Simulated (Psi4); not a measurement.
# CH2GeN (SMILES N#[C][GeH2]): UCAM-B3LYP/def2-SVPD

Aim: the energy change on altering one bond length of CH2GeN at UCAM-B3LYP/def2-SVPD, from 2 runs. 

The calculation is run with Psi4 1.11.

### 1 The structure to begin with

CH2GeN: 5 atoms, total charge 0, spin state doublet. As SMILES, `N#[C][GeH2]`. The shape is that of a PBE0-D4/def2-TZVP optimisation.

Bond lengths: N1–C2 1.154 Å, C2–Ge3 1.912 Å, Ge3–H4 1.534 Å, Ge3–H5 1.534 Å. Angles: N1–C2–Ge3 175.5°, C2–Ge3–H4 108.2°, C2–Ge3–H5 108.2°, H4–Ge3–H5 114.7°.

### 2 A single-point energy at UCAM-B3LYP/def2-SVPD

Contents of input.json:

```json
{
  "schema_name": "qcschema_input",
  "schema_version": 1,
  "molecule": {
    "schema_name": "qcschema_molecule",
    "schema_version": 2,
    "symbols": ["N", "C", "Ge", "H", "H"],
    "geometry": [3.00598735, -1.9450951, 2.44379382, 1.58434638, -1.01270423, 1.07789978, -0.59696448, 0.45617989, -1.3985863, -3.13486667, -0.94108361, -1.31506041, -0.76401627, 3.30399716, -0.88609258],
    "molecular_charge": 0,
    "molecular_multiplicity": 2,
    "fix_symmetry": "c1",
    "fix_com": true,
    "fix_orientation": true
  },
  "driver": "energy",
  "model": {
    "method": "cam-b3lyp",
    "basis": "def2-SVPD"
  },
  "keywords": {
    "reference": "uks",
    "puream": true,
    "e_convergence": 1e-09,
    "d_convergence": 1e-08,
    "scf_type": "pk",
    "dft_radial_points": 99,
    "dft_spherical_points": 590,
    "maxiter": 100,
    "scf_properties": ["DIPOLE", "WIBERG_LOWDIN_INDICES", "LOWDIN_CHARGES"]
  }
}
```

Command:

```console
psi4 --qcschema input.json -n 1 --memory 2200MB
```

stdout:

```text
[...]
  Running in c1 symmetry.
[...]
  Nuclear repulsion =  137.584871333245644
[...]
  Multiplicity = 2
[...]
  Nalpha       = 24
  Nbeta        = 23
[...]
    Number of basis functions: 94
[...]
   @UKS iter   1: -2169.41617956004757   -2.57778e+00   2.54809e-02 DIIS/ADIIS
[...]
   @UKS iter  15: -2170.74219209638068   -2.27374e-12   5.58109e-09 DIIS
[...]
   @S^2 Observed:                7.536955639E-01
[...]
    Orbital Energies [Eh]
    ---------------------
    Alpha Occupied:
       1A   -398.822546     2A    -49.881853     3A    -44.419304
       4A    -44.417785     5A    -44.416991     6A    -14.418972
       7A    -10.297618     8A     -6.340023     9A     -4.517924
      10A     -4.514842    11A     -4.512084    12A     -1.340282
      13A     -1.338952    14A     -1.337250    15A     -1.335141
      16A     -1.334916    17A     -0.988267    18A     -0.703021
      19A     -0.520924    20A     -0.465350    21A     -0.441963
      22A     -0.432502    23A     -0.414462    24A     -0.308455
    Alpha Virtual:
      25A      0.018354    26A      0.026028    27A      0.033858
[...]
  @UKS Final Energy: -2170.74219209638068
   => Energetics <=
    Nuclear Repulsion Energy =            137.5848713332456441
    One-Electron Energy =               -3292.9194223392314598
    Two-Electron Energy =                1055.7918155487939202
    DFT Exchange-Correlation Energy =     -71.1994566391889379
    Empirical Dispersion Energy =           0.0000000000000000
    VV10 Nonlocal Energy =                  0.0000000000000000
    Total Energy =                      -2170.7421920963811317
[...]
 Multipole Moments:
 ------------------------------------------------------------------------------------
     Multipole            Electronic (a.u.)      Nuclear  (a.u.)        Total (a.u.)
 ------------------------------------------------------------------------------------
 L = 1.  Multiply by 2.5417464519 to convert [e a0] to [Debye]
 Dipole X            :         -8.5238788            7.5462434           -0.9776354
 Dipole Y            :          3.3774876           -2.7312211            0.6462666
 Dipole Z            :         22.3921901          -23.3819592           -0.9897691
 Magnitude           :                                                    1.5339734
[...]
```

The result, in JSON:

```text
{
 "driver": "energy",
 "model": {
  "method": "cam-b3lyp",
  "basis": "def2-SVPD"
 },
 "success": true,
 "return_result": -2170.7421920963807,
 "properties": {
  "calcinfo_nbasis": 94,
  "calcinfo_nmo": 94,
  "calcinfo_nalpha": 24,
  "calcinfo_nbeta": 23,
  "calcinfo_natom": 5,
  "nuclear_repulsion_energy": 137.58487133324564,
  "return_energy": -2170.7421920963807,
  "scf_one_electron_energy": -3292.9194223392315,
  "scf_two_electron_energy": 1055.791815548794,
  "scf_xc_energy": -71.19945663918894,
  "scf_dipole_moment": [-0.9776354172733841, 0.6462665950712916, -0.9897690874110374],
  "scf_total_energy": -2170.7421920963807,
  "scf_iterations": 15
 }
}
```

Run time: 32 s. Hardware: 1 thread of Intel Xeon Platinum 8259CL at 2.50GHz (Skylake/Cascade Lake), shared host; peak memory 1.1 GiB.

### 3 The distorted shape: energy and forces at UCAM-B3LYP/def2-SVPD

Contents of input.inp:

```
memory 2.2 GB

molecule {
  0 2
  N      2.262210    -0.659595     1.271100
  C      1.509910    -0.166195     0.548300
  Ge     0.355610     0.611105    -0.762200
  H     -1.658900    -0.498000    -0.695900
  H      0.267210     2.118105    -0.491000
  symmetry c1
}

set basis def2-SVPD
set reference uks
set puream true
set e_convergence 1e-09
set d_convergence 1e-08
set scf_type pk
set dft_radial_points 99
set dft_spherical_points 590
set maxiter 100

e_tot, wfn = gradient('cam-b3lyp', return_wfn=True)
oeprop(wfn, 'DIPOLE', 'LOWDIN_CHARGES', 'WIBERG_LOWDIN_INDICES')
```

Command:

```console
psi4 input.inp input.out -n 1
```

input.out:

```text
[...]
  Running in c1 symmetry.
[...]
  Nuclear repulsion =  133.537571264364260
[...]
  Multiplicity = 2
[...]
  Nalpha       = 24
  Nbeta        = 23
[...]
    Number of basis functions: 94
[...]
   @UKS iter   1: -2169.16376286560035   -2.58071e+00   2.56520e-02 ADIIS/DIIS
[...]
   @UKS iter  20: -2170.67309156357214   -3.18323e-12   6.06199e-09 DIIS
[...]
   @S^2 Observed:                8.169279161E-01
[...]
    Orbital Energies [Eh]
    ---------------------
    Alpha Occupied:
       1A   -398.835835     2A    -49.894452     3A    -44.432028
       4A    -44.430101     5A    -44.429436     6A    -14.427570
       7A    -10.303203     8A     -6.352226     9A     -4.531111
      10A     -4.525958    11A     -4.523376    12A     -1.352481
      13A     -1.350444    14A     -1.348154    15A     -1.346950
      16A     -1.344522    17A     -0.995318    18A     -0.693589
      19A     -0.515670    20A     -0.451271    21A     -0.440248
      22A     -0.436620    23A     -0.394789    24A     -0.315671
    Alpha Virtual:
      25A     -0.070686    26A      0.021808    27A      0.036686
[...]
  @UKS Final Energy: -2170.67309156357214
   => Energetics <=
    Nuclear Repulsion Energy =            133.5375712643642601
    One-Electron Energy =               -3284.4396066126155347
    Two-Electron Energy =                1051.3618551008446502
    DFT Exchange-Correlation Energy =     -71.1329113161660445
    Empirical Dispersion Energy =           0.0000000000000000
    VV10 Nonlocal Energy =                  0.0000000000000000
    Total Energy =                      -2170.6730915635721431
[...]
  -Total Gradient:
     Atom            X                  Y                   Z
    ------   -----------------  -----------------  -----------------
       1       -0.004104561637     0.003935398644    -0.003184065305
       2        0.000668845247    -0.005108691155    -0.005071235746
       3        0.045087273793     0.029152581422     0.015379414377
       4       -0.041202198900    -0.023693560652    -0.000504744208
       5       -0.000449649967    -0.004285697708    -0.006619335951
[...]
 Multipole Moments:
 ------------------------------------------------------------------------------------
     Multipole            Electronic (a.u.)      Nuclear  (a.u.)        Total (a.u.)
 ------------------------------------------------------------------------------------
 L = 1.  Multiply by 2.5417464519 to convert [e a0] to [Debye]
 Dipole X            :         -1.4839820            0.8512852           -0.6326968
 Dipole Y            :          2.3783106           -1.5897366            0.7885740
 Dipole Z            :         -4.4613865            3.5882436           -0.8731430
 Magnitude           :                                                    1.3358641
[...]
```

Wall time 54 s (1 thread of Intel Xeon Platinum 8259CL at 2.50GHz (Skylake/Cascade Lake), shared host); peak memory 1.1 GiB.

### 4 Summary of results

Level: UCAM-B3LYP/def2-SVPD.

| quantity | value |
| --- | --- |
| first shape: total energy | -2170.74219 Eh |
| first shape: dipole moment | 3.90 D |
| first shape: HOMO energy (highest over α and β) | -8.39 eV |
| first shape: LUMO energy (lowest over α and β) | -2.88 eV |
| first shape: ⟨S²⟩ | 0.754 |
| distorted shape: total energy | -2170.67309 Eh |
| distorted shape: dipole moment | 3.40 D |
| distorted shape: HOMO energy (highest over α and β) | -8.59 eV |
| distorted shape: LUMO energy (lowest over α and β) | -3.22 eV |
| distorted shape: ⟨S²⟩ | 0.817 |
| distorted shape: largest force on an atom | 2.872 eV/Å |
| energy change with the Ge3–H4 bond stretched from 1.534 to 2.301 Å | 1.880 eV |

**Reading.** With the Ge3–H4 bond stretched from 1.534 to 2.301 Å the energy rises by 1.88 eV (181 kJ/mol). The first shape isn't relaxed at this level, so the change isn't measured from a minimum.
